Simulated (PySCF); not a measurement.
# C5H8OS2: the cost of one run

Computed with PySCF 2.14.0 and routines of our own; the level stands in each step. Atoms count from 0.

## 1. The starting structure

16 atoms, charge 0, multiplicity 1; geometry from: GFN2-xTB.

## 2. Relaxing the molecule at PBE0-D3(BJ)/def2-SVP

What the job is given:

```
{"job": {"xc": "PBE0", "basis": "def2-SVP", "d3": "d3bj", "grid": 1, "kind": "geom"}, "charge": 0, "multiplicity": 1}
C      2.718437     0.361308     0.553119
S      1.858245    -0.052215    -1.030638
O      2.059474    -1.482745    -1.247895
C      0.203680     0.076094    -0.299579
C     -0.662610    -0.921805    -0.194690
C     -1.972210    -0.581247     0.448266
C     -2.081276     0.945585     0.483752
S     -0.391878     1.633289     0.265322
H      2.452548     1.376118     0.825635
H      3.785516     0.281583     0.373643
H      2.415070    -0.342650     1.319896
H     -0.430621    -1.924607    -0.507935
H     -2.807276    -1.013609    -0.105173
H     -1.993533    -0.998444     1.460423
H     -2.478543     1.325030     1.422208
H     -2.682621     1.327259    -0.341573
```

On the command line:

```bash
OMP_NUM_THREADS=1 python excited_run.py task.json out
```

The driver reads the jobs from task.json and runs them one after another.

**Question.** How long does this first job take on 1 thread of Intel Xeon Platinum 8375C at 2.90GHz, shared host, and how much memory does it need?

About 92 s, with a peak of 0.75 GiB.
